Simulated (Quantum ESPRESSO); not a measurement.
# Ti3S2 (P1) in Quantum ESPRESSO: single point with PBE+D2

Aim: the single point of Ti3S2 with PBE+D2.

All numbers are computed with Quantum ESPRESSO 7.5; they aren't measurements. Logs are shortened: lines on timing, memory, paths and dates and some standing lists are left out, and cuts for length are marked.

## 1. Starting point

The typed cell holds 5 atoms: a = 4.505 Å, b = 4.505 Å, c = 4.505 Å, α = 74.06°, β = 74.06°, γ = 74.06°.

The cell comes from a database or a generator and needn't be the stable form of this composition.

## 2. Single point, PBE+D2

Input file run.py:

```python
import numpy as np
from ase.calculators.espresso import Espresso, EspressoProfile
from ase.io import read

atoms = read('POSCAR')

input_data = {
    'control': {'calculation': 'scf', 'prefix': 'pwscf', 'outdir': './tmp', 'tprnfor': True, 'tstress': True, 'disk_io': 'nowf'},
    'system': {'ecutwfc': 90.0, 'nbnd': 33, 'occupations': 'smearing', 'smearing': 'mv', 'degauss': 0.00367493, 'vdw_corr': 'grimme-d2', 'tot_charge': 0.5},
    'electrons': {'conv_thr': 1e-09, 'electron_maxstep': 120, 'mixing_beta': 0.2, 'mixing_ndim': 2},
}
pseudopotentials = {'Ti': 'Ti.upf', 'S': 'S.upf'}
profile = EspressoProfile(command='pw.x', pseudo_dir='pseudo')
dft = Espresso(profile=profile, input_data=input_data, pseudopotentials=pseudopotentials, kpts=(5, 5, 5), koffset=(0, 0, 0))
atoms.calc = dft

print(f'energy {atoms.get_potential_energy():.8f} eV')
print('forces (eV/A)')
print(np.round(atoms.get_forces(), 6))
print('stress (eV/A^3, Voigt)')
print(np.round(atoms.get_stress(), 8))
print(f'Fermi level {dft.get_fermi_level():.4f} eV')
```

Input file POSCAR:

```
Ti3S2
1.0
    2.7131139200      1.5664170500      3.2376184000
   -2.7131139200      1.5664170500      3.2376184000
    0.0000000000     -3.1328341100      3.2376184000
Ti S
3 2
Direct
    0.3775216700      0.6809847200      0.0376980200
    0.7062116700      0.0166397200      0.3733530200
    0.0418666700      0.3522947200      0.7020430200
    0.7693609900      0.8072014200      0.7756139700
    0.1050389900      0.1428794200      0.1112919700
```

Potentials or basis: PseudoDojo 0.5 SR PBE stringent.

Started as:

```
$ OMP_NUM_THREADS=1 python run.py
```

Standard output:

```text
energy -5447.99483536 eV
forces (eV/A)
[[-0.087917 -5.735495 -4.767159]
 [-7.169275  3.80556  -8.557161]
 [-1.157041  8.108392 -6.725122]
 [ 4.311028 -3.36848   9.982596]
 [ 4.103206 -2.809977 10.066846]]
stress (eV/A^3, Voigt)
[-0.13361856 -0.41992673 -0.01525152  0.05917067 -0.0841721   0.06257244]
Fermi level 12.1176 eV
```

espresso.pwi:

```text
&CONTROL
   calculation      = 'scf'
   tstress          = .true.
   tprnfor          = .true.
   outdir           = './tmp'
   prefix           = 'pwscf'
   disk_io          = 'nowf'
   pseudo_dir       = 'pseudo'
/
&SYSTEM
   nbnd             = 33
   tot_charge       = 0.5
   ecutwfc          = 90.0
   occupations      = 'smearing'
   degauss          = 0.00367493
   smearing         = 'mv'
   vdw_corr         = 'grimme-d2'
   ntyp             = 2
   nat              = 5
   ibrav            = 0
/
&ELECTRONS
   electron_maxstep = 120
   conv_thr         = 1e-09
   mixing_beta      = 0.2
   mixing_ndim      = 2
/
&IONS
/
&CELL
/
&FCP
/
&RISM
/
ATOMIC_SPECIES
Ti 47.867 Ti.upf
S 32.06 S.upf

K_POINTS automatic
5 5 5  0 0 0

CELL_PARAMETERS angstrom
2.71311392000000 1.56641705000000 3.23761840000000
-2.71311392000000 1.56641705000000 3.23761840000000
0.00000000000000 -3.13283411000000 3.23761840000000

ATOMIC_POSITIONS angstrom
Ti -0.8233298252 1.5399608139 3.5490915680  
Ti 1.8708872564 -0.0373663342 3.5490915680  
Ti -0.8422266636 -1.5819631980 3.5490915680  
S -0.1026653974 0.0396843380 7.6154495279  
S -0.1026653974 0.0396843446 1.1629861358
```

espresso.pwo:

```text
This program is part of the open-source Quantum ESPRESSO suite
     for quantum simulation of materials; please cite
         "P. Giannozzi et al., J. Phys.:Condens. Matter 21 395502 (2009);
         "P. Giannozzi et al., J. Phys.:Condens. Matter 29 465901 (2017);
         "P. Giannozzi et al., J. Chem. Phys. 152 154105 (2020);
     in publications or presentations arising from this work. More details at

Warning: card &CELL ignored
Warning: card &FCP ignored
Warning: card &RISM ignored

     G-vector sticks info
     --------------------
     sticks:   dense  smooth     PW     G-vecs:    dense   smooth      PW
     Sum        1991    1991    561                64183    64183    9619

     Using Slab Decomposition

     bravais-lattice index     =            0
     lattice parameter (alat)  =       8.5136  a.u.
     unit-cell volume          =     557.1202 (a.u.)^3
     number of atoms/cell      =            5
     number of atomic types    =            2
     number of electrons       =        47.50
     number of Kohn-Sham states=           33
     kinetic-energy cutoff     =      90.0000  Ry
     charge density cutoff     =     360.0000  Ry
     scf convergence threshold =      1.0E-09
     mixing beta               =       0.2000
     number of iterations used =            2  plain     mixing
     Exchange-correlation= PBE
                           (   1   4   3   4   0   0   0)

     celldm(1)=   8.513593  celldm(2)=   0.000000  celldm(3)=   0.000000
     celldm(4)=   0.000000  celldm(5)=   0.000000  celldm(6)=   0.000000

     crystal axes: (cart. coord. in units of alat)
               a(1) = (   0.602218   0.347691   0.718640 )
               a(2) = (  -0.602218   0.347691   0.718640 )
               a(3) = (   0.000000  -0.695382   0.718640 )

     reciprocal axes: (cart. coord. in units 2 pi/alat)
               b(1) = (  0.830264  0.479353  0.463839 )
               b(2) = ( -0.830264  0.479353  0.463839 )
               b(3) = ( -0.000000 -0.958706  0.463839 )

     PseudoPot. # 1 for Ti read from file:
     Ti.upf
     Pseudo is Norm-conserving + core correction, Zval = 12.0
     Generated using ONCVPSP code by D. R. Hamann
     Using radial grid of 1586 points,  6 beta functions with:
                l(1) =   0
                l(2) =   0
                l(3) =   1
                l(4) =   1
                l(5) =   2
                l(6) =   2

     PseudoPot. # 2 for S  read from file:
     S.upf
     Pseudo is Norm-conserving + core correction, Zval =  6.0
     Generated using ONCVPSP code by D. R. Hamann
     Using radial grid of 1148 points,  6 beta functions with:
                l(1) =   0
                l(2) =   0
                l(3) =   1
                l(4) =   1
                l(5) =   2
                l(6) =   2

     atomic species   valence    mass     pseudopotential
     Ti               12.00    47.86700     Ti( 1.00)
     S                 6.00    32.06000     S ( 1.00)

     No symmetry found

   Cartesian axes

     site n.     atom                  positions (alat units)
         1        Ti     tau(   1) = (  -0.1827510   0.3418186   0.7877768  )
         2        Ti     tau(   2) = (   0.4152729  -0.0082940   0.7877768  )
         3        Ti     tau(   3) = (  -0.1869455  -0.3511417   0.7877768  )
         4        S      tau(   4) = (  -0.0227882   0.0088086   1.6903690  )
         5        S      tau(   5) = (  -0.0227882   0.0088086   0.2581431  )

     -------------------------------------------------
     Parameters for Dispersion (Grimme-D2) Correction:
     -------------------------------------------------
       atom      VdW radius       C_6

        Ti         2.952        374.666
        S          3.180        193.230

     number of k points=    63  Marzari-Vanderbilt smearing, width (Ry)=  0.0037
                       cart. coord. in units 2pi/alat
        k(    1) = (   0.0000000   0.0000000   0.0000000), wk =   0.0160000
        k(    2) = (  -0.0000000  -0.1917412   0.0927678), wk =   0.0320000
        k(    3) = (  -0.0000000  -0.3834823   0.1855355), wk =   0.0320000
        k(    4) = (  -0.1660527  -0.0958706   0.1855355), wk =   0.0320000
        k(    5) = (  -0.1660527  -0.2876117   0.2783033), wk =   0.0320000
        k(    6) = (  -0.1660527   0.4793529  -0.0927678), wk =   0.0320000
[... 55 lines left out ...]
        k(   62) = (  -0.6642109  -0.3834823   0.1855355), wk =   0.0320000
        k(   63) = (   0.6642109  -0.3834823   0.1855355), wk =   0.0320000

     Dense  grid:    64183 G-vectors     FFT dimensions: (  54,  54,  54)

     Initial potential from superposition of free atoms

     starting charge      47.9952, renormalised to      47.5000
     Starting wfcs are   38 randomized atomic wfcs

     Self-consistent Calculation

     iteration #  1     ecut=    90.00 Ry     beta= 0.20
     Davidson diagonalization with overlap
     ethr =  1.00E-02,  avg # of iterations =  3.0

     total energy              =    -400.37892045 Ry
     estimated scf accuracy    <       0.68449371 Ry

     iteration #  2     ecut=    90.00 Ry     beta= 0.20
     Davidson diagonalization with overlap
     ethr =  1.44E-03,  avg # of iterations =  2.6

     total energy              =    -400.40467842 Ry
     estimated scf accuracy    <       0.40934736 Ry

     iteration #  3     ecut=    90.00 Ry     beta= 0.20
     Davidson diagonalization with overlap
     ethr =  8.62E-04,  avg # of iterations =  1.8

     total energy              =    -400.40072345 Ry
     estimated scf accuracy    <       0.13928375 Ry

     iteration #  4     ecut=    90.00 Ry     beta= 0.20
     Davidson diagonalization with overlap
     ethr =  2.93E-04,  avg # of iterations =  2.5

     total energy              =    -400.41536962 Ry
     estimated scf accuracy    <       0.03086800 Ry

     iteration #  5     ecut=    90.00 Ry     beta= 0.20
     Davidson diagonalization with overlap
     ethr =  6.50E-05,  avg # of iterations =  7.2
[... 106 lines left out ...]
     total energy              =    -400.42026986 Ry
     estimated scf accuracy    <       0.00000001 Ry

     iteration # 21     ecut=    90.00 Ry     beta= 0.20
     Davidson diagonalization with overlap
     ethr =  2.64E-11,  avg # of iterations =  2.3

     total energy              =    -400.42026986 Ry
     estimated scf accuracy    <          6.9E-09 Ry

     iteration # 22     ecut=    90.00 Ry     beta= 0.20
     Davidson diagonalization with overlap
     ethr =  1.44E-11,  avg # of iterations =  1.8

     total energy              =    -400.42026986 Ry
     estimated scf accuracy    <          2.4E-09 Ry

     iteration # 23     ecut=    90.00 Ry     beta= 0.20
     Davidson diagonalization with overlap
     ethr =  5.04E-12,  avg # of iterations =  1.9

     End of self-consistent calculation

          k = 0.0000 0.0000 0.0000 (  8041 PWs)   bands (ev):

   -44.5978 -44.4748 -44.2978 -21.2737 -21.1558 -21.0511 -20.9854 -20.8947
   -20.8238 -20.7899 -20.6766 -20.5219  -2.8135  -1.1661   6.2495   6.5244
     6.7695   6.9903   7.6711   7.7518  10.3885  11.4226  11.7433  11.9735
    12.7473  12.7725  13.5650  13.8713  13.9101  14.1754  14.6100  15.3121
    16.2638

          k =-0.0000-0.1917 0.0928 (  8043 PWs)   bands (ev):

   -44.5965 -44.4750 -44.2987 -21.2856 -21.1325 -21.0585 -20.9948 -20.8849
   -20.8354 -20.7776 -20.6875 -20.5224  -2.6339  -1.2538   6.1479   6.3479
     6.7046   6.9768   7.7135   7.7896  10.6027  11.4930  11.6968  11.9467
    12.5125  12.7673  13.3665  13.8885  13.9681  14.3795  14.6917  15.2394
    15.5999

          k =-0.0000-0.3835 0.1855 (  8037 PWs)   bands (ev):

   -44.5945 -44.4753 -44.3003 -21.2630 -21.1719 -21.0320 -21.0120 -20.8769
   -20.8601 -20.7502 -20.7002 -20.5234  -2.2419  -1.4936   5.7613   6.1315
     6.7402   7.0513   7.6739   8.0532  10.7215  11.3321  11.4857  12.0883
    12.5873  12.8645  13.2472  13.6013  13.9364  14.2716  14.7251  14.9134
    15.5255

          k =-0.1661-0.0959 0.1855 (  8036 PWs)   bands (ev):

   -44.5961 -44.4753 -44.2987 -21.2942 -21.1548 -21.0420 -20.9823 -20.8907
   -20.8252 -20.7750 -20.6896 -20.5299  -2.5685  -1.2605   6.1269   6.3414
     6.4245   7.2513   7.6202   7.8216  10.7937  11.3484  11.7615  11.9149
    12.3564  13.0061  13.3640  13.5578  13.9509  14.5350  14.6041  15.1583
    15.5741
[... 451 lines left out ...]
   -44.5933 -44.4757 -44.3008 -21.2655 -21.1795 -21.0554 -20.9873 -20.9161
   -20.8253 -20.7460 -20.7079 -20.5200  -1.8396  -1.7325   5.6104   5.7934
     6.4578   7.4431   7.7897   8.2970  11.2244  11.2992  11.5059  11.9599
    12.3879  12.6757  12.9683  13.4386  13.7383  14.2478  14.6897  15.1648
    15.2777

          k =-0.6642-0.3835 0.1855 (  8059 PWs)   bands (ev):

   -44.5942 -44.4756 -44.2996 -21.2978 -21.1887 -21.0524 -20.9545 -20.9228
   -20.8243 -20.7463 -20.6985 -20.5253  -1.9746  -1.4518   5.2841   6.1020
     6.5026   7.5848   7.6861   8.2418  11.0992  11.4105  11.6787  11.8113
    12.1887  12.3549  13.0865  13.2105  13.7902  14.1103  14.6005  15.0652
    15.3144

          k = 0.6642-0.3835 0.1855 (  8059 PWs)   bands (ev):

   -44.5943 -44.4755 -44.2997 -21.2921 -21.1947 -21.0386 -20.9654 -20.9271
   -20.8300 -20.7512 -20.6874 -20.5243  -1.9747  -1.4521   5.2939   6.1229
     6.4983   7.4945   7.6470   8.3687  11.1145  11.3628  11.5554  11.8411
    12.1978  12.4552  13.0008  13.2862  13.8323  14.1758  14.4966  15.1213
    15.3210

     the Fermi energy is    12.1176 ev

!    total energy              =    -400.42026986 Ry
     estimated scf accuracy    <          9.4E-10 Ry
     smearing contrib. (-TS)   =       0.00003994 Ry
     internal energy E=F+TS    =    -400.42030980 Ry

     The total energy is F=E-TS. E is the sum of the following terms:
     one-electron contribution =    -159.84876158 Ry
     hartree contribution      =      98.01488241 Ry
     xc contribution           =     -65.65189132 Ry
     ewald contribution        =    -272.82364783 Ry
     Dispersion Correction     =      -0.11089147 Ry

     convergence has been achieved in  23 iterations

     Forces acting on atoms (cartesian axes, Ry/au):

     atom    1 type  1   force =    -0.00341944   -0.22307524   -0.18541298
     atom    2 type  1   force =    -0.27884044    0.14801273   -0.33282061
     atom    3 type  1   force =    -0.04500172    0.31536625   -0.26156564
     atom    4 type  2   force =     0.16767229   -0.13101301    0.38826121
     atom    5 type  2   force =     0.15958931   -0.10929073    0.39153802

     Total force =     0.922616     Total SCF correction =     0.000064

     Computing stress (Cartesian axis) and pressure

          total   stress  (Ry/bohr**3)                   (kbar)     P=      303.77
   0.00145529  -0.00068150   0.00091675          214.08     -100.25      134.86
  -0.00068150   0.00457358  -0.00064445         -100.25      672.80      -94.80
   0.00091675  -0.00064445   0.00016611          134.86      -94.80       24.44

=------------------------------------------------------------------------------=
   JOB DONE.
=------------------------------------------------------------------------------=
```

It took 4.7 min on 1 thread of AMD EPYC 9R14 (Zen 4), shared host; peak memory 0.36 GiB.

What came out:

```
Free energy            : -5447.9953 eV
Pressure               : 30.4 GPa
Largest force          : 11.794 eV/Å
Band gap on the k mesh : none (metal or under the smearing width)
```

Forces on the atoms (eV/Å):
```
Ti  -0.088 -5.735 -4.767
Ti  -7.169  3.806 -8.557
Ti  -1.157  8.108 -6.725
S    4.311 -3.368  9.983
S    4.103 -2.810 10.067
```

Caveat: a pressure of tens of GPa on the cell as given is suspect, and the run, the potentials or the cell itself is likely at fault; pairwise dispersion overbinds metals, which lowers pressure and volume; forces of over 1 eV/Å show positions far from the minimum, so gaps and moduli don't describe the material at rest.
